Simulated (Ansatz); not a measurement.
# Ga4Sb3As: the cell at several levels of theory

How does the equilibrium cell of Ga4Sb3As as one 8-atom ordering (Cm) on the wurtzite lattice depend on the functional? It is relaxed with PBE and r2SCAN. This is a trial cell built on a prototype, not taken from a measured structure, and it needn't be the compound's ground state.

Program: Ansatz 0.2.0. PAW datasets, plane waves, zero pressure. The structure was generated, not taken from experiment, and needn't be the ground state; spin polarisation is off.

## Step 1: The cell

This is the cell as the run starts from it, not yet at rest; its lengths are not the crystal's.

The symmetry is Cm (No. 8, monoclinic); a = 15.307 Å, b = 4.140 Å, c = 7.171 Å, β = 117.9° in the conventional setting, 25.10 Å³ an atom. Around As lie 4 Ga at 2.54 Å; around Sb lie 4 Ga at 2.54 Å; around Ga lie 3 Sb at 2.54 Å and 1 As at 2.54 Å.

As a file:

```
CELL_PARAMETERS angstrom
7.65326 -2.07021 0.00000
7.65326 2.07021 0.00000
-3.35995 0.00000 6.33560
ATOMIC_POSITIONS crystal
As 0.00000 0.00000 0.66667
Sb 0.75000 0.75000 0.08333
Ga 0.18750 0.18750 0.85417
Ga 0.93750 0.93750 0.27083
Sb 0.50000 0.50000 0.16667
Sb 0.25000 0.25000 0.58333
Ga 0.68750 0.68750 0.35417
Ga 0.43750 0.43750 0.77083
```

## Step 2: Relaxing with PBE

The input, input.yaml:

```yaml
crystal:
  lattice:
    - [7.653259224, -2.0702066685, 0.0]
    - [7.653259224, 2.0702066685, 0.0]
    - [-3.3599455016, 0.0, 6.3356005265]
  atoms:
    - { symbol: As, position: [0.0, 0.0, 0.6666666667] }
    - { symbol: Sb, position: [0.75, 0.75, 0.0833333333] }
    - { symbol: Ga, position: [0.1875, 0.1875, 0.8541666667] }
    - { symbol: Ga, position: [0.9375, 0.9375, 0.2708333333] }
    - { symbol: Sb, position: [0.5, 0.5, 0.1666666667] }
    - { symbol: Sb, position: [0.25, 0.25, 0.5833333333] }
    - { symbol: Ga, position: [0.6875, 0.6875, 0.3541666667] }
    - { symbol: Ga, position: [0.4375, 0.4375, 0.7708333333] }
kpoints:
  mp_grid: { grid: [6, 6, 4] }
hamiltonian:
  xc: pbe
scf:
  occupations: { method: fermi_dirac, width: 0.02 }
relax:
  f_tol: 0.005
  cell: {}
output:
  write_density: true
  write_potential: true
  elf: true
  volumetric_format: npy
```

Run with:

```sh
ansatz run input.yaml --threads 2 --pin off --max-ram 20275MiB --backend cpu --events-out ev --progress --plain --runs-dir out
```

After this run come: r2SCAN: cell and atoms.

Q: Predict the outcome of this session. Wanted: for each run, a; b; c; β; volume; space group; SCF geometries.

As calculated:

```
 level   a (Å)  b (Å)  c (Å)    β (°)  volume (Å³/atom)  space group  SCF geometries
   PBE  15.995  4.309  7.441  117.676            28.383           Cm               6
r2SCAN  15.801  4.248  7.343  117.652            27.287           Cm               6
```

The first relaxation changed the volume by +13.1 % from the start. The volume runs from r2SCAN (least) to PBE (most), a spread of 4.0 %, or 1.3 % in length if all axes shared it alike.
